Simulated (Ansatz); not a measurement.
**One shape, several levels: singlet C2H5BN−**

Aim: a comparison of 6 runs (HF/def2-SVPD, B3LYP/6-31G*, PBE0/def2-SVPD, SVWN5/def2-SVPD, r2SCAN/def2-SVPD, revPBE/def2-SVPD) of singlet C2H5BN−. 

Program for the calculation: Ansatz 0.2.0.

40 further runs of the same task are left out: 40 set aside as unsound or not needed.

**1. The molecule**

C2H5BN−: 9 atoms, total charge -1, spin state singlet. As SMILES of the parent species, `B[N]C=C`. The shape is that of a PBE0-D4/def2-TZVP optimisation. This is one conformer, not always the lowest. That shape belongs to the parent species and isn't relaxed for this state.

Bond lengths: B1–N2 1.342 Å, N2–C3 1.284 Å, C3–C4 1.392 Å, B1–H5 1.202 Å, B1–H6 1.202 Å, C3–H7 1.093 Å, C4–H8 1.082 Å, C4–H9 1.083 Å. Angles: B1–N2–C3 179.9°, N2–C3–C4 123.6°, N2–B1–H5 119.4°, N2–B1–H6 119.4°, N2–C3–H7 118.2°, C4–C3–H7 118.1°, C3–C4–H8 120.6°, C3–C4–H9 120.2°, H5–B1–H6 121.3°, H8–C4–H9 119.2°.

**2. A single-point energy at HF/def2-SVPD (run 1)**

in.yaml

```yaml
crystal:
  periodic: [false, false, false]
  atoms:
    - {symbol: B, position_ang: [-0.864600, 1.674800, -0.110400]}
    - {symbol: N, position_ang: [-0.486400, 0.387700, -0.106200]}
    - {symbol: C, position_ang: [-0.126200, -0.844400, -0.102100]}
    - {symbol: C, position_ang: [1.161000, -1.270600, 0.212300]}
    - {symbol: H, position_ang: [-1.300900, 2.164000, 0.896800]}
    - {symbol: H, position_ang: [-0.758900, 2.316900, -1.120700]}
    - {symbol: H, position_ang: [-0.871400, -1.601800, -0.359600]}
    - {symbol: H, position_ang: [1.410600, -2.323300, 0.200400]}
    - {symbol: H, position_ang: [1.925400, -0.549500, 0.472300]}
basis:
  gaussian:
    orbitals: def2-SVPD
output:
  orbitals: {seedname: orbitals}
accuracy: high
total_charge: -1
hamiltonian:
  xc: hf
```

Command:

```bash
$ ansatz run in.yaml --threads 1 --pin off --max-ram 3480MiB --events-out events.jsonl --progress --plain --runs-dir runs
```

What it wrote:

```text
Warning: RAYON_NUM_THREADS=1 ignored (pool sized by the plan → 1); use --threads N
Functional definition: HF
  name "HF"
  exchange = exact_x
  correlation = 0
2482 factors; integrals over basis functions are off by at most 3.5e-9 eV
mean field evaluation 1: about -4287.4864 eV, gradient 2.5e1 eV
mean field evaluation 2: about -4287.4874 eV, gradient 2.5e1 eV
mean field evaluation 4: about -4289.4104 eV, gradient 3.4e0 eV
mean field evaluation 8: about -4289.4473 eV, gradient 3.6e-4 eV
mean field -4289.44730478 eV, -157.6342809588 hartree, gradient 9.4e-8 eV, S^2 0.000000; 0 other end points of the search recorded, 0 dependent functions left out
reference -4289.44730478 eV, -157.6342809588 hartree; 15, 15 occupied and 105, 105 virtual orbitals, 2482 factors
Total energy: -4289.44730478 eV, -157.6342809588 hartree
```

Wall time 5.1 s (1 thread of Arm Neoverse V2, shared host); peak memory 0.36 GiB.

**3. A single-point energy at B3LYP/6-31G(d) (spherical functions) (run 2)**

molecule.yaml

```yaml
crystal:
  periodic: [false, false, false]
  atoms:
    - {symbol: B, position_ang: [-0.864600, 1.674800, -0.110400]}
    - {symbol: "N", position_ang: [-0.486400, 0.387700, -0.106200]}
    - {symbol: C, position_ang: [-0.126200, -0.844400, -0.102100]}
    - {symbol: C, position_ang: [1.161000, -1.270600, 0.212300]}
    - {symbol: H, position_ang: [-1.300900, 2.164000, 0.896800]}
    - {symbol: H, position_ang: [-0.758900, 2.316900, -1.120700]}
    - {symbol: H, position_ang: [-0.871400, -1.601800, -0.359600]}
    - {symbol: H, position_ang: [1.410600, -2.323300, 0.200400]}
    - {symbol: H, position_ang: [1.925400, -0.549500, 0.472300]}
basis:
  gaussian: {orbitals: 6-31G_st_-spherical.json}
total_charge: -1
hamiltonian: {xc: {name: B3LYP}}
accuracy: high
output: {orbitals: {seedname: orbitals}}
```

The basis set 6-31G* is read from a file made from the Basis Set Exchange's data (not shown).

Command:

```bash
$ ansatz run molecule.yaml --threads 1 --pin off --max-ram 3480MiB --events-out events.jsonl --progress --plain --runs-dir runs
```

What it wrote:

```text
Warning: RAYON_NUM_THREADS=1 ignored (pool sized by the plan → 1); use --threads N
Functional definition: B3LYP
  name "B3LYP"
  parameter a0 = 0.2
  parameter ax = 0.72
  parameter ac = 0.81
  exchange = (1 - a0 - ax)*slater_x + ax*b88_x + a0*exact_x
  correlation = (1 - ac)*vwn_rpa_c + ac*lyp_c
1580 factors; integrals over basis functions are off by at most 3.5e-9 eV
mean field evaluation 1: about -4318.9190 eV, gradient 3.2e1 eV
mean field evaluation 2: about -4317.8282 eV, gradient 3.9e1 eV
mean field evaluation 4: about -4321.4810 eV, gradient 1.2e0 eV
mean field evaluation 8: about -4321.4779 eV, gradient 7.3e-2 eV
mean field evaluation 16: about -4321.4779 eV, gradient 1.2e-6 eV
mean field -4321.47788386 eV, -158.8113830290 hartree, gradient 6.5e-8 eV, S^2 0.000000; 0 other end points of the search recorded, 0 dependent functions left out
reference -4321.47792261 eV, -158.8113844530 hartree; 15, 15 occupied and 51, 51 virtual orbitals, 1580 factors
Total energy: -4321.47792261 eV, -158.8113844530 hartree
```

Wall time 3.9 s (1 thread of Arm Neoverse V2, shared host); peak memory 0.18 GiB.

**4. A single-point energy at PBE0/def2-SVPD (run 3)**

run.yaml

```yaml
crystal:
  periodic: [false, false, false]
  atoms:
    - symbol: B
      position_ang: [-0.864600, 1.674800, -0.110400]
    - symbol: N
      position_ang: [-0.486400, 0.387700, -0.106200]
    - symbol: C
      position_ang: [-0.126200, -0.844400, -0.102100]
    - symbol: C
      position_ang: [1.161000, -1.270600, 0.212300]
    - symbol: H
      position_ang: [-1.300900, 2.164000, 0.896800]
    - symbol: H
      position_ang: [-0.758900, 2.316900, -1.120700]
    - symbol: H
      position_ang: [-0.871400, -1.601800, -0.359600]
    - symbol: H
      position_ang: [1.410600, -2.323300, 0.200400]
    - symbol: H
      position_ang: [1.925400, -0.549500, 0.472300]
basis:
  gaussian:
    orbitals: def2-SVPD
total_charge: -1
hamiltonian:
  xc: pbe0
accuracy: high
output:
  orbitals: {seedname: orbitals}
```

Command:

```bash
$ ansatz run run.yaml --threads 1 --pin off --max-ram 3480MiB --events-out events.jsonl --progress --plain --runs-dir runs
```

What it wrote:

```text
Warning: RAYON_NUM_THREADS=1 ignored (pool sized by the plan → 1); use --threads N
Functional definition: PBE0
  name "PBE0"
  parameter a = 0.25
  parameter kappa = 0.804
  parameter beta = 0.06672455060314922
  exchange = (1 - a)*pbe_x(kappa = kappa, mu = beta*pi^2/3) + a*exact_x
  correlation = pbe_c(beta = beta)
2482 factors; integrals over basis functions are off by at most 3.5e-9 eV
mean field evaluation 1: about -4310.9485 eV, gradient 3.1e1 eV
mean field evaluation 2: about -4310.1778 eV, gradient 3.5e1 eV
mean field evaluation 4: about -4313.4278 eV, gradient 2.2e0 eV
mean field evaluation 8: about -4313.4403 eV, gradient 6.3e-2 eV
mean field evaluation 16: about -4313.4403 eV, gradient 1.7e-6 eV
mean field -4313.44034256 eV, -158.5160088340 hartree, gradient 2.7e-8 eV, S^2 0.000000; 0 other end points of the search recorded, 0 dependent functions left out
reference -4313.44034574 eV, -158.5160089509 hartree; 15, 15 occupied and 105, 105 virtual orbitals, 2482 factors
Total energy: -4313.44034574 eV, -158.5160089509 hartree
```

It took 10 s on 1 thread of Arm Neoverse V2, shared host; peak memory 0.41 GiB.

Runs 4 to 5 aren't shown in full; the table further down has their settings and results.

**5. A single-point energy at revPBE/def2-SVPD (run 6)**

Edit in.yaml of step 2 so:

```diff
@@ -4,3 +4,3 @@
     - {symbol: B, position_ang: [-0.864600, 1.674800, -0.110400]}
-    - {symbol: N, position_ang: [-0.486400, 0.387700, -0.106200]}
+    - {symbol: "N", position_ang: [-0.486400, 0.387700, -0.106200]}
     - {symbol: C, position_ang: [-0.126200, -0.844400, -0.102100]}
@@ -15,7 +15,7 @@
     orbitals: def2-SVPD
+total_charge: -1
+hamiltonian:
+  xc: {name: revPBE}
+accuracy: high
 output:
   orbitals: {seedname: orbitals}
-accuracy: high
-total_charge: -1
-hamiltonian:
-  xc: hf
```

Command:

```bash
$ ansatz run in.yaml --threads 1 --pin off --max-ram 3480MiB --events-out events.jsonl --progress --plain --runs-dir runs
```

What it wrote:

```text
Warning: RAYON_NUM_THREADS=1 ignored (pool sized by the plan → 1); use --threads N
Functional definition: revPBE
  name "revPBE"
  parameter kappa = 1.245
[... 1 set-up line as earlier in the session ...]
  exchange = pbe_x(kappa = kappa, mu = beta*pi^2/3)
[... 1 set-up line as earlier in the session ...]
2482 factors; integrals over basis functions are off by at most 3.5e-9 eV
mean field evaluation 1: about -4313.2814 eV, gradient 4.0e1 eV
mean field evaluation 2: about -4307.0350 eV, gradient 5.9e1 eV
mean field evaluation 4: about -4317.5676 eV, gradient 8.1e0 eV
mean field evaluation 8: about -4317.7297 eV, gradient 4.0e-1 eV
mean field evaluation 16: about -4317.7301 eV, gradient 9.2e-6 eV
mean field -4317.73014012 eV, -158.6736559867 hartree, gradient 3.9e-8 eV, S^2 0.000000; 0 other end points of the search recorded, 0 dependent functions left out
reference -4317.73014537 eV, -158.6736561799 hartree; 15, 15 occupied and 105, 105 virtual orbitals, 2482 factors
Total energy: -4317.73014537 eV, -158.6736561799 hartree
```

Run time: 9.9 s. Hardware: 1 thread of Arm Neoverse V2, shared host; peak memory 0.36 GiB.

**6. The series**

```tsv
run	level	energy (Eh)	HOMO energy (eV)	LUMO energy (eV)	HOMO–LUMO gap (eV)	wall time
1	HF/def2-SVPD	-157.634281	-1.71	5.98	7.69	5.1 s
2	B3LYP/6-31G* (spherical functions)	-158.811384	1.43	6.33	4.91	3.9 s
3	PBE0/def2-SVPD	-158.516009	0.49	4.71	4.23	10 s
4	SVWN5/def2-SVPD	-157.253985	1.27	4.07	2.80	7.2 s
5	r2SCAN/def2-SVPD	-158.613104	1.31	4.72	3.41	16 s
6	revPBE/def2-SVPD	-158.673656	1.52	4.18	2.65	9.9 s
```

**7. Results**

| quantity | value |
| --- | --- |
| run 6: total energy | -158.67366 Eh |
| run 6: HOMO energy | 1.52 eV |
| run 6: LUMO energy | 4.18 eV |
| run 6: HOMO–LUMO gap (to an unbound level, set by the basis) | 2.65 eV |

The HOMO–LUMO gap runs from 2.65 eV (revPBE/def2-SVPD) to 7.69 eV (HF/def2-SVPD). Exact exchange widens orbital gaps. The empty levels of an anion lie above zero and hang on the basis. Totals of different functionals can't be ranked against each other. In runs 2, 3, 4, 5, 6 the HOMO lies above zero, so the outermost electron may be held by the basis alone. All runs together took 53 s, the longest 16 s.
